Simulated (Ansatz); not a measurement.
# C2H5FGaN: taking an electron away

How much energy removes an electron from C2H5FGaN at fixed geometry? The cation is run at each level and the neutral's energy taken from earlier runs.

Program: Ansatz 0.2.0, Gaussian basis. Level of theory: unrestricted cation, the program's frozen cores in correlated methods. These are calculated values, not measurements.

Levels to be run: UKS PBE-D4/def2-TZVPP; UKS r2SCAN-D4/def2-TZVPP; UKS PBE0-D4/def2-TZVPP; UKS B3LYP-D4/def2-TZVPP; UKS wB97X-V/def2-TZVPP; UKS wB97M-V/def2-TZVPP; UKS B2PLYP/def2-TZVPP; UHF-CCSD(T)/def2-TZVPP; UHF-MP2/def2-QZVPP; extrapolation to the limit; then −ε(HOMO) from the neutral's earlier runs with LDA (SPW92), PBE-D4, revPBE-D4, BLYP-D4, r2SCAN-D4, B97M-V, PBE0-D4, B3LYP-D4, r2SCANh-D4, r2SCAN0-D4, HSE06-D4, BHLYP-D4, CAM-B3LYP-D4, LC-ωPBE, ωB97X-V, ωB97M-V.

### Step 1. The geometry

The geometry comes from an earlier relaxation with PBE0-D4 in a triple-zeta def2 set; it is a stationary point, not always the lowest conformer.

SMILES `[CH3][GaH][C](=N)F`, 10 atoms, charge 0, spin multiplicity 1.

Atoms are counted from 1 here; the program's logs count them from 0.

Bond lengths: C1–Ga2 1.954 Å, C1–H6 1.094 Å, C1–H7 1.092 Å, C1–H8 1.090 Å, Ga2–C3 1.999 Å, Ga2–H9 1.566 Å, C3–N4 1.249 Å, C3–F5 1.367 Å, N4–H10 1.023 Å. Angles: Ga2–C1–H6 109.2°, Ga2–C1–H7 109.7°, Ga2–C1–H8 112.5°, H6–C1–H7 107.4°, H6–C1–H8 108.1°, H7–C1–H8 109.7°, C1–Ga2–C3 116.4°, C1–Ga2–H9 126.6°, C3–Ga2–H9 116.9°, Ga2–C3–N4 121.0°, Ga2–C3–F5 118.0°, N4–C3–F5 120.9°, C3–N4–H10 112.9°.

Geometry (Å):

```xyz
10
C2H5FGaN
C    -1.6264   -0.8297   -0.0647
Ga   -0.1549   -0.0204    0.9339
C     1.4312    0.5622   -0.1345
N     1.2950    1.2782   -1.1492
F     2.6726    0.2049    0.3118
H    -1.4013   -1.8850   -0.2469
H    -1.7233   -0.3432   -1.0370
H    -2.5742   -0.7735    0.4709
H    -0.1071    0.2464    2.4765
H     2.1883    1.5600   -1.5608
```

### Step 2. Cation, UKS PBE-D4/def2-TZVPP

Contents of in.yaml:

```yaml
crystal:
  periodic: [false, false, false]
  atoms:
    - {symbol: C, position_ang: [-1.626356, -0.829673, -0.064691]}
    - {symbol: Ga, position_ang: [-0.154864, -0.020414, 0.933914]}
    - {symbol: C, position_ang: [1.431202, 0.562175, -0.134479]}
    - {symbol: N, position_ang: [1.294978, 1.278190, -1.149246]}
    - {symbol: F, position_ang: [2.672630, 0.204910, 0.311809]}
    - {symbol: H, position_ang: [-1.401290, -1.885027, -0.246884]}
    - {symbol: H, position_ang: [-1.723340, -0.343157, -1.036965]}
    - {symbol: H, position_ang: [-2.574187, -0.773457, 0.470856]}
    - {symbol: H, position_ang: [-0.107129, 0.246426, 2.476512]}
    - {symbol: H, position_ang: [2.188345, 1.560016, -1.560837]}
basis:
  gaussian: {orbitals: def2-TZVPP}
total_charge: 1
magnetization: {spin_polarized: true, initial_magnetization: 1}
hamiltonian: {xc: pbe, dispersion: d4}
```

Command:

```console
$ ansatz run in.yaml --threads 2 --pin off --events-out ev --progress --plain --max-ram 22528MiB --backend cpu
```

After this run come: Cation, UKS r2SCAN-D4/def2-TZVPP; Cation, UKS PBE0-D4/def2-TZVPP; Cation, UKS B3LYP-D4/def2-TZVPP; Cation, UKS wB97X-V/def2-TZVPP; Cation, UKS wB97M-V/def2-TZVPP; Cation, UKS B2PLYP (frozen core)/def2-TZVPP; Cation, UHF-CCSD(T)/def2-TZVPP; Cation, UHF-MP2/def2-QZVPP.

Q: Predict the results of all the runs planned. Wanted: ionisation energy, CCSD(T)/CBS; nearest functional by difference; nearest −ε(HOMO); −ε(HOMO) of PBE; T1 of the cation.

As calculated:

```
                        quantity               value
  ionisation energy, CCSD(T)/CBS            10.69 eV
nearest functional by difference  ωB97X-V (-0.23 eV)
                nearest −ε(HOMO)  LC-ωPBE (+0.08 eV)
                 −ε(HOMO) of PBE             6.65 eV
                T1 of the cation               0.055
```

By cation minus neutral, the functionals miss by 0.91 eV at most. −ε(HOMO) of PBE misses by 4.0 eV, since self-interaction lifts the level. Among orbital estimates LC-ωPBE comes nearest. Hartree-Fock falls 1.16 eV short, as the neutral has more correlation energy than the cation. The cation's T1 (from the report) is 0.055, above the customary mark of 0.045 for open shells, so the coupled-cluster value is less safe. Correlated methods include outer-core shells of Ga, which these sets cover unevenly. With outer-core shells in play the reference is unsure by up to some tenths of an eV, so close misses can't be ranked.
